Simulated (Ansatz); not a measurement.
# HfMo (Cmmm) in Ansatz: optical spectrum with LDA

Aim: the optical spectrum of HfMo with LDA.

Everything below comes from runs of Ansatz 0.2.0. Logs are shortened: lines on timing, memory, paths and dates and some standing lists are left out, and cuts for length are marked.

## 1. The crystal as given

The structure is orthorhombic, space group Cmmm (No. 65). The conventional cell has a = 3.342 Å, b = 4.945 Å, c = 4.447 Å, α = 90.00°, β = 90.00°, γ = 90.00°. Hf (site symmetry mmm) has 4 Mo at 2.78 Å and 4 Hf at 2.98 Å as nearest neighbours. Around Mo (site symmetry mmm) lie 4 Hf at 2.78 Å and 4 Mo at 2.98 Å.

The cell comes from a database or a generator and needn't be the stable form of this composition.

## 2. Optical spectrum, LDA

Contents of input.yaml:

```yaml
crystal:
  lattice:
    - [1.6712035, -2.472467, 0.0]
    - [1.6712035, 2.472467, 0.0]
    - [0.0, 0.0, 4.447011]
  atoms:
    - { symbol: Hf, position: [0.0, 0.0, 0.0] }
    - { symbol: Mo, position: [0.5, 0.5, 0.5] }
kpoints:
  mp_grid: { grid: [10, 10, 6] }
scf:
  occupations: { method: methfessel_paxton, width: 0.1 }
hamiltonian:
  xc: lda
  pseudopotentials: { kind: all_electron, lapw: { basis_error: 0.001 } }
output:
  eigenvalues: true
  optics:
    e_range: [0, 8]
    de: 0.1
    sigma: 0.15
    nscf_kmesh: { grid: [12, 12, 7] }
    bands: { spectra_wanted_up_to: 8 }
```

Potentials or basis: all-electron LAPW, scalar-relativistic.

Command:

```console
ansatz run input.yaml --threads 1 --pin off --max-ram 3072MiB --backend cpu --events-out ev --progress --plain --runs-dir out
```

What it wrote:

```text
Warning: RAYON_NUM_THREADS=1 ignored (pool sized by the plan → 1); use --threads N
LAPW: plane waves up to 8.293 Å⁻¹, error target 1.0e-3 eV per atom; small_component_spin mean_spin; Mo in spheres of 1.336 Å, 30 of its electrons in bands, Dirac shells []; Hf in spheres of 1.446 Å, 42 of its electrons in bands, Dirac shells [] (how accurate: hamiltonian.pseudopotentials.lapw.basis_error, Limitations)
Engine: ansatz 0.2.0, aarch64-unknown-linux-gnu
Pseudopotentials: kind: all_electron
Pseudopotential: Hf, LAPW, valence charge 42, lapw/all_electron/scalar/gaussian/Hf, Koelling and Harmon's equation, gaussian nucleus
Pseudopotential: Mo, LAPW, valence charge 30, lapw/all_electron/scalar/gaussian/Mo, Koelling and Harmon's equation, gaussian nucleus
Functional definition: SPW92
  exchange = slater_x
  correlation = pw_c
Crystal: 2 atoms, lattice volume = 36.750 Å³
Basis set: ecut = 262.0420789802645 eV, 349 PW (Γ), exchange–correlation at level 2
Bands: 44, of which v1, the nominal top of the filled ones, is band 36 counted from 1 (35 counted from 0)
Symmetry: 8 space group operations
Space group: Cmmm (ITA 65), of the structure as read, at distance tolerance 3.3e-5 Å
k-points: 124 of 600
Non-local potential: Hf, projectors of the file, none
Non-local potential: Mo, projectors of the file, none
Initial density: superposition of atomic densities (chi_scale 0.1, normalization cell, long waves kept (reshape's long-wave potential 0.00 eV rms))
Initial wavefunctions: plane waves of lowest kinetic energy (no species holds an atomic orbital)
Functional: x = slater, c = lda
iter 1 solved again at ethr=4.47e-3 eV; its pass at ethr=1.00e-1 eV (dr2=3.22e0 eV) is discarded
SCF iter   1: F=—  HF=-520071.691936 eV  |F-HF|=—  |Δ(HF+E_count)|=         —  Δρ=6.47e-2  dr2=3.22e0  ethr=4.47e-3  ⟨swp⟩=2.0  Hψ=32245  notcnv=0
preconditioner: auto → Kerker (q_TF=auto, 3.052 Å⁻¹)  [metal: Δε(μ)=0.014 eV  Ē_g=20.185 eV  σ=0.100 eV  W_gap=0.12  n_scr=22 (ndim 8)  ℏωp=36.8 eV  f_vac=0.000  D(μ)=2.85/eV (n_scr^D=30)]
SCF iter   2: F=—  HF=-520070.979223 eV  |F-HF|=—  |Δ(HF+E_count)|=   7.13e-1  S|Δr|=    0.00e0  Δρ=3.90e-2  dr2=1.74e0  ethr=4.47e-3  ⟨swp⟩=2.0  Hψ=15338  notcnv=0
iter 3 solved again at ethr=1.21e-4 eV; its pass at ethr=2.42e-3 eV (dr2=8.70e-2 eV) is discarded
SCF iter   3: F=—  HF=-520070.589334 eV  |F-HF|=—  |Δ(HF+E_count)|=   3.90e-1  S|Δr|=    0.00e0  Δρ=1.66e-2  dr2=8.70e-2  ethr=1.21e-4  ⟨swp⟩=2.0  Hψ=27162  notcnv=0
SCF iter   4: F=—  HF=-520070.568198 eV  |F-HF|=—  |Δ(HF+E_count)|=         —  Δρ=7.11e-3  dr2=3.94e-2  ethr=1.21e-4  ⟨swp⟩=2.0  Hψ=16152  notcnv=0
the basis was enlarged: its passes take 421.8 KiB over the memory plan, 1 of 1 planned eigensolver slots
SCF iter   5: F=—  HF=-520070.554081 eV  |F-HF|=—  |Δ(HF+E_count)|=   1.41e-2  S|Δr|=    0.00e0  Δρ=4.28e-3  dr2=7.81e-3  ethr=5.47e-5  ⟨swp⟩=2.0  Hψ=15702  notcnv=0
SCF iter   6: F=—  HF=-520070.556347 eV  |F-HF|=—  |Δ(HF+E_count)|=   2.27e-3  S|Δr|=    0.00e0  Δρ=3.42e-3  dr2=8.13e-3  ethr=1.09e-5  ⟨swp⟩=2.0  Hψ=16161  notcnv=0
SCF iter   7: F=—  HF=-520070.554471 eV  |F-HF|=—  |Δ(HF+E_count)|=   1.88e-3  S|Δr|=    0.00e0  Δρ=7.23e-4  dr2=1.94e-4  ethr=1.09e-5  ⟨swp⟩=2.0  Hψ=14836  notcnv=0
SCF iter   8: F=—  HF=-520070.554457 eV  |F-HF|=—  |Δ(HF+E_count)|=   1.46e-5  S|Δr|=    0.00e0  Δρ=3.05e-4  dr2=6.64e-5  ethr=2.70e-7  ⟨swp⟩=2.0  Hψ=16159  notcnv=0
SCF iter   9: F=—  HF=-520070.554445 eV  |F-HF|=—  |Δ(HF+E_count)|=   1.18e-5  S|Δr|=    0.00e0  Δρ=8.39e-5  dr2=2.68e-6  ethr=9.23e-8  ⟨swp⟩=2.0  Hψ=16159  notcnv=0
SCF iter  10: F=—  HF=-520070.554445 eV  |F-HF|=—  |Δ(HF+E_count)|=   4.61e-7  S|Δr|=    0.00e0  Δρ=3.07e-5  dr2=6.39e-7  ethr=3.72e-9  ⟨swp⟩=2.0  Hψ=16159  notcnv=0
SCF iter  11: F=—  HF=-520070.554444 eV  |F-HF|=—  |Δ(HF+E_count)|=   1.89e-7  S|Δr|=    0.00e0  Δρ=1.09e-5  dr2=7.98e-8  ethr=8.87e-10  ⟨swp⟩=2.0  Hψ=16159  notcnv=0
SCF iter  12: F=—  HF=-520070.554444 eV  |F-HF|=—  |Δ(HF+E_count)|=  6.98e-10  S|Δr|=    0.00e0  Δρ=7.28e-6  dr2=5.47e-8  ethr=1.11e-10  ⟨swp⟩=2.0  Hψ=16159  notcnv=0
SCF iter  13: F=—  HF=-520070.554444 eV  |F-HF|=—  |Δ(HF+E_count)|=   7.33e-9  S|Δr|=    0.00e0  Δρ=2.88e-6  dr2=8.75e-9  ethr=7.59e-11  ⟨swp⟩=2.0  Hψ=16159  notcnv=0
SCF iter  14: F=—  HF=-520070.554444 eV  |F-HF|=—  |Δ(HF+E_count)|=   5.76e-9  S|Δr|=    0.00e0  Δρ=1.14e-6  dr2=1.00e-9  ethr=1.22e-11  ⟨swp⟩=2.0  Hψ=16159  notcnv=0
SCF iter  15: F=—  HF=-520070.554444 eV  |F-HF|=—  |Δ(HF+E_count)|=  6.98e-10  S|Δr|=    0.00e0  Δρ=7.06e-7  dr2=6.13e-10  ethr=1.03e-11 (applied; sched 1.39e-12)  ⟨swp⟩=2.0  Hψ=16159  notcnv=0
SCF iter  16: F=-520070.554444 eV  HF=-520070.554444 eV  |F-HF|=2.33e-10  |Δ(HF+E_count)|=  1.16e-10  S|Δr|=    0.00e0  Δρ=1.52e-7  dr2=6.15e-12  ethr=1.03e-11 (applied; sched 1.00e-12)  ⟨swp⟩=2.0  Hψ=16159  notcnv=0
SCF 1 converged in 16 iterations: F = -520070.554444 eV  dr2 = 6.15e-12
NSCF: frozen V_eff on 172 k-points
SCF converged after 16 iterations
Stability not checked: this state was not tested for a lower state beside it, because cold or Methfessel-Paxton smearing, or corrected tetrahedra, fill the levels in a way that the test cannot read (fill_not_monotonic; see scf.lower_state_search)
Free energy (F): -520070.554444 eV
Harris-Foulkes:  -520070.554444 eV  (|F-HF|=2.33e-10)
Internal energy: -520070.553904 eV  (E = F + TS)
E sigma→0 (E₀):  -520070.554309 eV
Entropy (-TS):   -0.000541 eV (-0.270 meV/atom)
Fermi energy:    21.449220 eV
Step filling:    the computed levels leave a gap of 0.0015 eV = 0.0 smearing widths at the electron count; against every level under it full and every level over it empty, smearing changes F+E_penalty+E_count by -0.292 meV and its σ→0 estimate by -0.156 meV
--- Per-component energies (eV) ---
  E_band       = -7910.265321
  E_kinetic    = 570107.545202
  E_xc         = -11425.674359
  E_electrostatic = -1078752.424747  (all electrons and nuclei)
  E_smearing   = -0.000541  (= −TS)
  E_closure    = 0.000000  (closes the sum)
  E_atoms      = -520050.416284  (free atoms, spherical and without spin; not in F)
  Σ components = -520070.554444   (vs F -520070.554444, Δ=0.00e0)
  Basis errors (estimates in eV, not in F): energy 2.8e-4 per atom: plane waves 2.4e-4 (1.3e-4 summed), levels above the bands 0.0e0, relativity 8.6e-9, radial functions 3.2e-5, core shells 3.1e-7; eigenvalues (radial functions only) 2.1e-6; not estimated: angular momenta, meshes, grids; target (lapw.basis_error) 1.0e-3; muffin-tin radii Mo 1.336 Å, Hf 1.446 Å
--- Band table (eV; the first three rows and the last of 124) ---
  k-point 0: bands = ["-353.1665", "-353.1390", "-353.1244", "-350.3780", "-350.3756", "-350.3476", "-195.7217", "-195.7184", "-195.7107", "-195.6908", "-195.6617", "-178.7603", "-178.7591", "-178.7417", "-178.7290", "-178.7286", "-39.6998", "-38.7071", "-12.9543", "-12.6628", "-12.5746", "-8.2992", "-8.0881", "-7.9536", "10.2640", "10.3216", "10.3350", "10.3555", "10.3668", "10.3785", "10.3832", "14.5509", "17.5286", "19.8002", "20.9545", "21.4599", "22.9218", "23.3073", "23.9596", "24.2518", "26.0170", "26.7016", "29.3167", "32.4977"]
  k-point 1: bands = ["-353.1665", "-353.1390", "-353.1244", "-350.3780", "-350.3756", "-350.3476", "-195.7217", "-195.7184", "-195.7107", "-195.6908", "-195.6617", "-178.7603", "-178.7591", "-178.7417", "-178.7290", "-178.7286", "-39.6971", "-38.7102", "-12.9345", "-12.6598", "-12.5745", "-8.3352", "-8.0946", "-7.9535", "10.2635", "10.3210", "10.3339", "10.3531", "10.3660", "10.3788", "10.3812", "14.8653", "17.6174", "19.9115", "21.2522", "21.5747", "22.7080", "22.8975", "23.2585", "24.3867", "25.6887", "26.5677", "28.3293", "32.9855"]
  k-point 2: bands = ["-353.1665", "-353.1390", "-353.1244", "-350.3780", "-350.3756", "-350.3476", "-195.7217", "-195.7184", "-195.7107", "-195.6908", "-195.6617", "-178.7603", "-178.7591", "-178.7417", "-178.7290", "-178.7286", "-39.6917", "-38.7165", "-12.8941", "-12.6537", "-12.5743", "-8.4077", "-8.1076", "-7.9533", "10.2626", "10.3197", "10.3315", "10.3485", "10.3638", "10.3780", "10.3794", "15.6984", "17.6589", "20.1902", "21.5310", "22.0402", "22.0494", "22.2355", "23.1649", "23.5474", "25.1982", "26.3284", "26.5191", "34.2427"]
  k-point 123: bands = ["-353.1665", "-353.1390", "-353.1244", "-350.3780", "-350.3756", "-350.3476", "-195.7217", "-195.7184", "-195.7107", "-195.6907", "-195.6617", "-178.7603", "-178.7591", "-178.7417", "-178.7290", "-178.7286", "-39.5987", "-38.6405", "-13.1221", "-12.8539", "-12.7800", "-8.9324", "-8.4709", "-8.2674", "10.2729", "10.3179", "10.3230", "10.3561", "10.3587", "10.3733", "10.3763", "18.7995", "19.1475", "19.2547", "19.8765", "21.5453", "22.2112", "23.4369", "24.2458", "24.9976", "28.7513", "29.2202", "29.8473", "30.0406"]
```

Run time: 2.2 min. Hardware: 1 thread of Arm Neoverse V1, shared host; peak memory 0.62 GiB.

What came out:

```
Free energy            : -520070.5544 eV
Band gap on the k mesh : none (metal or under the smearing width)
```

Levels at points of the mesh, in eV from the Fermi level:
```
              k point  band 34  band 35  band 36  band 37  band 38  band 39
   (0.00, 0.00, 0.00)    -1.65    -0.49     0.01     1.47     1.86     2.51
  (0.00, 0.00, -0.50)    -1.07    -0.34     0.50     1.04     1.24     1.25
  (0.00, -0.50, 0.00)    -1.43    -0.97    -0.47     0.00     1.34     2.52
 (0.00, -0.50, -0.50)    -1.86    -1.43     1.82     2.01     2.28     2.49
 (-0.50, -0.50, 0.00)    -3.60    -1.94     1.17     3.48     3.72     4.85
(-0.50, -0.50, -0.50)    -2.19    -1.57     0.10     0.76     1.99     2.80
```

Dielectric function (mean over the directions given):
| energy (eV) | real part | imaginary part |
| --- | --- | --- |
| 0.30 | 100.16 | 80.67 |
| 0.40 | 68.05 | 90.41 |
| 0.60 | 27.93 | 73.21 |
| 0.80 | 8.45 | 62.31 |
| 1.00 | -4.44 | 40.50 |
| 1.20 | 3.84 | 25.37 |
| 1.40 | 6.12 | 23.81 |
| 1.60 | 8.60 | 20.84 |
| 1.80 | 13.57 | 24.53 |
| 2.00 | 4.33 | 30.53 |
| 2.20 | -2.54 | 21.78 |
| 2.40 | 0.68 | 16.52 |
| 2.60 | 3.43 | 15.13 |
| 2.80 | 3.71 | 18.54 |
| 3.00 | 0.76 | 16.54 |
| 3.20 | 0.15 | 14.74 |
| 3.40 | 1.20 | 14.40 |
| 3.60 | -0.43 | 12.36 |
| 3.80 | 1.56 | 12.24 |
| 4.00 | 1.29 | 10.78 |
| 4.20 | 3.66 | 13.09 |
| 4.40 | 1.44 | 13.84 |
| 4.60 | 0.77 | 14.50 |
| 4.80 | -2.24 | 14.43 |
| 5.00 | -2.39 | 11.63 |
| 5.20 | -2.56 | 12.30 |
| 5.40 | -3.63 | 10.36 |
| 5.60 | -2.66 | 10.34 |
| 5.80 | -3.80 | 10.31 |
| 6.00 | -4.50 | 9.88 |
| 6.20 | -5.79 | 8.62 |
| 6.40 | -5.79 | 6.48 |
| 6.60 | -4.90 | 5.52 |
| 6.80 | -4.40 | 5.31 |
| 7.00 | -4.75 | 4.56 |
| 7.20 | -4.01 | 3.48 |
| 7.40 | -3.51 | 3.42 |
| 7.60 | -3.07 | 2.59 |
| 7.80 | -2.29 | 2.75 |
| 8.00 | -2.08 | 2.54 |

Caveat: local fields and the highest empty bands are left out, which lowers the real part by some percent in wide-gap crystals; spectra need much finer meshes, so this one isn't converged; independent-particle spectra lack excitons; the intraband (Drude) part of a metal's response may be missing. Spin-orbit coupling is left out, which matters for the levels of Hf.
